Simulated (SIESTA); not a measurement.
Wanted: the native input for a SIESTA 5.4.2 run.

* Task: single point
* Functional: PBE
* Potentials or basis: PseudoDojo 0.4 standard (PBE files)
* Basis: DZP (energy shift 0.003 Ry; two zetas on semicore shells)
* Grid cutoff: 500 Ry
* Energy shift: 0.003 Ry
* k mesh: 6 × 6 × 6
* Occupations: fermi-dirac, width 0.05 eV
* Spin: no spin polarisation

The system is Sn3Se.

```
Sn Se
1.0
     0.00000    3.73314    3.73314
     3.73314    0.00000    3.73314
     3.73314    3.73314    0.00000
Sn Se
3 1
Direct
  0.50000 0.50000 0.50000
  0.75000 0.75000 0.75000
  0.25000 0.25000 0.25000
  0.00000 0.00000 0.00000
```

The cell comes from a database or a generator and needn't be the stable form of this composition.

The input as run:

Sn3Se.fdf

```
SystemName                      Sn3Se
SystemLabel                     Sn3Se
NumberOfSpecies                 2
NumberOfAtoms                   4
%block ChemicalSpeciesLabel
  1  50 Sn
  2  34 Se
%endblock ChemicalSpeciesLabel

LatticeConstant                 1.0 Ang
%block LatticeVectors
     0.0000000000     3.7331380000     3.7331380000
     3.7331380000     0.0000000000     3.7331380000
     3.7331380000     3.7331380000     0.0000000000
%endblock LatticeVectors
AtomicCoordinatesFormat         Fractional
%block AtomicCoordinatesAndAtomicSpecies
     0.5000000000     0.5000000000     0.5000000000  1  Sn
     0.7500000000     0.7500000000     0.7500000000  1  Sn
     0.2500000000     0.2500000000     0.2500000000  1  Sn
     0.0000000000     0.0000000000     0.0000000000  2  Se
%endblock AtomicCoordinatesAndAtomicSpecies

%block kgrid.MonkhorstPack
    6   0   0  0.0
    0   6   0  0.0
    0   0   6  0.0
%endblock kgrid.MonkhorstPack
XC.Functional                   GGA
XC.Authors                      PBE
PAO.BasisSize                   DZP
PAO.EnergyShift                 0.003 Ry
Mesh.Cutoff                     500 Ry
OccupationFunction              FD
ElectronicTemperature           0.05 eV
MaxSCFIterations                120
SCF.MustConverge                false
SCF.Mixer.Method                Pulay
SCF.Mixer.Weight                0.25
SCF.Mixer.History               8
SCF.DM.Tolerance                5.0e-05
SCF.H.Tolerance                 1.0e-03 eV
WriteForces                     true
Charge.Mulliken                 end
Charge.Hirshfeld                end
Charge.Voronoi                  end
SaveRho                         true
SaveElectrostaticPotential      true
%block PAO.Basis
  Sn 4
  n=5 0 2
    6.432 0.000
  n=5 1 2
    8.686 0.000
  n=4 2 2
    3.759 0.000
  n=5 2 1
    8.686
  Se 4
  n=4 0 2
    5.139 0.000
  n=4 1 2
    6.735 0.000
  n=3 2 2
    2.657 0.000
  n=4 2 1
    6.735
%endblock PAO.Basis
```

Potentials or basis: PseudoDojo 0.4 standard (PBE files), DZP (energy shift 0.003 Ry; two zetas on semicore shells).

Run with:

```bash
$ siesta < Sn3Se.fdf > Sn3Se.out 2>&1
```

Results of the run:

```
Pressure               : 0.8 GPa
Band gap on the k mesh : none (metal or under the smearing width)
Hirshfeld charges      : Sn -0.04, +0.08; Se -0.13 e
Voronoi charges        : Sn -0.05, +0.12; Se -0.18 e
```

Caveat: Mulliken charges of long-ranged orbitals can have an unphysical sign; the basis of atomic orbitals isn't converged, which shifts pressures, moduli and gaps.

Run time: 67 s on 1 thread of Arm Neoverse V2, on a shared host, peak memory 0.33 GiB.
